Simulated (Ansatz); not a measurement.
**Al3InAs4: further runs on a relaxed guess**

Aim: for this structure of Al3InAs4, get its elastic tensor.

Program: Ansatz 0.2.0. Level of theory: DFT PBE, scalar-relativistic, plane waves, PAW. These are calculated values, not measurements.

**1. The system as given**

It takes space group Amm2 (No. 38, orthorhombic). Conventional cell: a = 4.127 Å, b = 8.259 Å, c = 11.677 Å, α = 90.00°, β = 90.00°, γ = 90.00°. Al (site symmetry mm2) is surrounded by 4 As at 2.49 to 2.53 Å. Al (site symmetry m) has 4 As at 2.46 to 2.53 Å in its first shell of neighbours. In (site symmetry mm2) has 4 As at 2.61 to 2.63 Å in its first shell of neighbours. Around As (site symmetry m) lie 3 Al at 2.49 Å and 1 In at 2.63 Å. As (site symmetry mm2) has 2 Al at 2.46 Å and 2 In at 2.61 Å in its first shell of neighbours. As (site symmetry mm2) is surrounded by 4 Al at 2.53 Å.

Structure file:

```
Al In As
1.0
     4.12693    0.00000    0.00000
     0.00000    4.12969    5.83855
     0.00000   -4.12969    5.83855
Al In As
3 1 4
Direct
  0.00000 0.00005 0.00005
  0.50000 0.50055 0.99920
  0.50000 0.99920 0.50055
  0.00000 0.50070 0.50070
  0.00000 0.89112 0.36972
  0.50000 0.36359 0.36359
  0.00000 0.36972 0.89112
  0.50000 0.87506 0.87506
```

The cell was relaxed beforehand at this level, from a generated guess; it is a trial structure. At a tolerance of 0.02 Å it has space group Amm2 (No. 38); it has 24.88 Å³/atom, an uncorrected energy of -0.41 eV/atom over the elements and, on its mesh, gap 0.97 eV.

**2. Elastic constants, atoms relaxed**

Contents of input.yaml:

```yaml
crystal:
  lattice:
    - [4.1266631575, 0.0, 0.0]
    - [0.0, 4.1297239458, 5.8390706183]
    - [0.0, -4.1297239458, 5.8390706183]
  atoms:
    - { symbol: Al, position: [0.0, -5.19961e-05, -5.19961e-05] }
    - { symbol: Al, position: [0.5, 0.5004472922, 0.9992799629] }
    - { symbol: Al, position: [0.5, 0.9992799629, 0.5004472922] }
    - { symbol: In, position: [0.0, 0.5007669962, 0.5007669962] }
    - { symbol: As, position: [0.0, 0.8912160891, 0.369646658] }
    - { symbol: As, position: [0.5, 0.3636816357, 0.3636816357] }
    - { symbol: As, position: [0.0, 0.369646658, 0.8912160891] }
    - { symbol: As, position: [0.5, 0.8750143619, 0.8750143619] }
basis:
  ecutwfc: 420
kpoints:
  mp_grid: { grid: [8, 4, 4] }
hamiltonian:
  xc: pbe
scf:
  occupations: { method: fixed }
output:
  forces: true
  stress: true
  eigenvalues: true
  polarization: {}
elastic:
  mode: relaxed_ion
  stencil: two_point
```

Command:

```bash
> ansatz run input.yaml --threads 4 --pin off --max-ram 8192MiB --backend cpu --events-out ev --progress --plain --runs-dir out
```

**Question.** What will these runs give? Wanted: C11, C12, C44; C33, C13, C66; B, G, E; Poisson ratio; Debye temperature; largest piezoelectric component e, in size.

**Answer**, as computed:

```
                                                quantity            value
                             C11, C12, C44 (relaxed-ion)  116, 25, 46 GPa
                             C33, C13, C66 (relaxed-ion)   94, 45, 24 GPa
                            B, G, E (Hill) (relaxed-ion)   62, 35, 89 GPa
                             Poisson ratio (relaxed-ion)             0.26
                                       Debye temperature            331 K
largest piezoelectric component e, in size (relaxed-ion)        0.14 C/m²
```

**Reading.** It is stable against strain: the least eigenvalue of C is 24 GPa. By Pugh's rule of thumb B/G = 1.75 (at 1.75) points to a borderline solid (a rule drawn from metals; insulators like this are brittle in practice); Young's modulus ranges from about 64 to 110 GPa with direction. Lacking a centre of inversion, it is piezoelectric, with |d| up to 3.0 pC/N.
